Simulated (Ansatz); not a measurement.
**LiTmF4: from a guess to a relaxed structure**

Where does this trial cell of LiTmF4 go when cell and atoms are let free?

Computed with Ansatz 0.2.0 (DFT PBE, scalar-relativistic, plane waves, PAW; 4f electrons in the core of a trivalent norm-conserving potential, unless a step's input says otherwise).

### Step 1. Starting point

It takes space group F-43m (No. 216, cubic). Conventional cell: a = 7.005 Å, b = 7.005 Å, c = 7.005 Å, α = 90.00°, β = 90.00°, γ = 90.00°. Li (site symmetry -43m) is surrounded by 4 F at 1.44 Å. Tm (site symmetry -43m) is surrounded by 12 F at 2.89 Å and 4 Li at 3.03 Å. F (site symmetry 3m) has 1 Li at 1.44 Å in its first shell of neighbours.

As a file:

```xyz
6
Lattice="0.0000 3.5023 3.5023 3.5023 0.0000 3.5023 3.5023 3.5023 0.0000" Properties=species:S:1:pos:R:3 pbc="T T T"
Li    1.7512    1.7512    1.7512
Tm    3.5023    3.5023    3.5023
F     0.9218    0.9218    0.9218
F     2.5805    2.5805    0.9218
F     2.5805    0.9218    2.5805
F     0.9218    2.5805    2.5805
```

A structure generator made this guess: random cell by space group and Wyckoff sites (F-43m, No. 216). Lengths come from tabulated atomic sizes and are only a guess.

### Step 2. A first look at the guess

File input.yaml:

```yaml
crystal:
  lattice:
    - [0.0, 3.50234406, 3.50234406]
    - [3.50234406, 0.0, 3.50234406]
    - [3.50234406, 3.50234406, 0.0]
  atoms:
    - { symbol: Li, position: [0.25, 0.25, 0.25] }
    - { symbol: Tm, position: [0.5, 0.5, 0.5] }
    - { symbol: F, position: [0.13160315, 0.13160315, 0.13160315] }
    - { symbol: F, position: [0.13160315, 0.13160315, 0.60519056] }
    - { symbol: F, position: [0.13160315, 0.60519056, 0.13160315] }
    - { symbol: F, position: [0.60519056, 0.13160315, 0.13160315] }
basis:
  ecutwfc: 690
kpoints:
  mp_grid: { grid: [4, 4, 4] }
hamiltonian:
  xc: pbe
  pseudopotentials:
    kind: paw
    azcp: { Tm: "pseudopotentials/pbe/nc/lanthanide_3plus/Tm.nc.azcp" }
scf:
  occupations: { method: gaussian, width: 0.1 }
  lower_state_search: "off"
output:
  forces: true
  stress: true
  eigenvalues: true
```

Started as:

```bash
$ ansatz run input.yaml --threads 1 --pin off --max-ram 2560MiB --backend cpu --events-out ev --progress --plain --runs-dir out
```

Further runs follow: rough relaxation on the coarse mesh; final relaxation.

Q: Predict the outcome of this session. Wanted: conventional cell; volume; energy over the elements; gap on the mesh.

**Answer**, as computed:

```
                                                              quantity                                                                      value
                                symmetry at the end (tolerance 0.02 Å)                                                space group F-43m (No. 216)
                                                     conventional cell  a = 6.934 Å, b = 6.934 Å, c = 6.934 Å, α = 90.00°, β = 90.00°, γ = 90.00°
                                                                volume                                                              13.89 Å³/atom
energy over the elements (uncorrected; H, N, O, F and Cl as molecules)                                                              -2.27 eV/atom
                                                       gap on the mesh                                                                    2.27 eV
```

What this shows: The space group F-43m (No. 216) is kept, and the volume per atom shrinks by 3.0 % from the first guess. A negative formation energy is needed for stability but isn't enough; other structures and compounds were not set against it here. No finished test with a distortion of lower symmetry is shown, so the end may be a saddle point. Spin-orbit coupling is left out, which matters for the bands of Tm. The lanthanide's 4f electrons sit in the core of its potential, so it is trivalent by construction and shows no f bands or moments.
